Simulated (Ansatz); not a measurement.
H₄Se₂Sn, SMILES [SeH][SnH2][SeH], vertical and adiabatic energies of changing the electron count

Program: the Python package of Ansatz (0.2.0).

`h4se2sn.xyz`
```text
7

Se   -1.56640   -0.94410   -1.09420
Sn    0.01380    0.37800    0.37820
Se    1.90500   -1.15720    1.03640
H    -2.42770    0.35980   -1.23410
H     0.65390    1.74650   -0.52050
H    -0.81430    0.95620    1.81310
H     2.29700   -1.40730   -0.42470
```

Run as a notebook:

```python
import itertools

import ansatz as az
from ase.data import atomic_numbers, covalent_radii
import numpy as np
```

```python
system = az.Crystal.molecule_from_extxyz('h4se2sn.xyz')
```

```python
model = (
    system.calculation()
    .basis(gaussian='def2-SVP')
    .functional('r2scan')
)
symbols = [site.symbol for site in system.cartesian_sites]
start = np.array([site.position_ang for site in system.cartesian_sites], dtype=float)
r = model.relax(force_tolerance=0.01).run().report
end = np.array(r['positions_ang'])

minimum = az.Crystal.molecule()
for symbol, place in zip(symbols, end):
    minimum = minimum.atom(symbol, place.tolist())
ion = (
    minimum.calculation()
    .basis(gaussian='def2-SVP')
    .functional('r2scan')
    .charge(1)
    .spin('collinear', total=1)
)
vertical = ion.run().report
settled = ion.relax(force_tolerance=0.01, max_steps=80).run().report
print(f'vertical ionisation energy   {vertical["free_energy_ev"] - r["free_energy_ev"]:.3f} eV')
print(f'adiabatic, no zero point     {settled["free_energy_ev"] - r["free_energy_ev"]:.3f} eV')
print(f'relaxation energy of the ion {vertical["free_energy_ev"] - settled["free_energy_ev"]:.3f} eV')
ionised = np.array(settled['positions_ang'])
radius = [covalent_radii[atomic_numbers[s]] for s in symbols]
span = lambda where, i, j: np.linalg.norm(where[i] - where[j])
bonded = [(i, j) for i, j in itertools.combinations(range(len(symbols)), 2) if min(span(end, i, j), span(ionised, i, j)) < 1.2 * (radius[i] + radius[j])]
print('pair        before    after (A)')
for i, j in bonded:
    print(f'{symbols[i]}{i}-{symbols[j]}{j}'.ljust(10), f'{span(end, i, j):8.4f} {span(ionised, i, j):8.4f}')
for first, second in list(itertools.combinations(bonded, 2)):
    shared = set(first) & set(second)
    if shared and symbols[(j := shared.pop())] != 'H':
        i, k = sorted((set(first) | set(second)) - {j})
        u, v = ionised[i] - ionised[j], ionised[k] - ionised[j]
        angle = np.degrees(np.arccos(np.clip(u @ v / np.linalg.norm(u) / np.linalg.norm(v), -1, 1)))
        print(f'final angle {symbols[i]}{i}-{symbols[j]}{j}-{symbols[k]}{k}: {angle:.2f} deg')
```

    vertical ionisation energy   8.616 eV
    adiabatic, no zero point     8.241 eV
    relaxation energy of the ion 0.375 eV
    pair        before    after (A)
    Se0-Sn1      2.5524   2.5995
    Se0-H3       1.4718   1.4774
    Sn1-Se2      2.5524   2.5996
    Sn1-H4       1.7134   1.6920
    Sn1-H5       1.7083   1.6894
    Se2-H6       1.4718   1.4774
    final angle Sn1-Se0-H3: 92.34 deg
    final angle Se0-Sn1-Se2: 79.01 deg
    final angle Se0-Sn1-H4: 112.76 deg
    final angle Se0-Sn1-H5: 109.04 deg
    final angle Se2-Sn1-H4: 112.76 deg
    final angle Se2-Sn1-H5: 109.03 deg
    final angle Sn1-Se2-H6: 92.33 deg
    final angle H4-Sn1-H5: 124.91 deg

What to keep in mind:
- The energies are electronic: no zero-point or thermal terms, and the basis set is short of its limit. The product may relax into another structure. The relaxation finds the nearest minimum, so the adiabatic value is an upper bound.
- def2 sets replace the cores of elements past krypton by effective core potentials.
- The whole script took 10 min on 1 thread of Arm Neoverse V2 (shared host), peak memory 0.4 GiB.
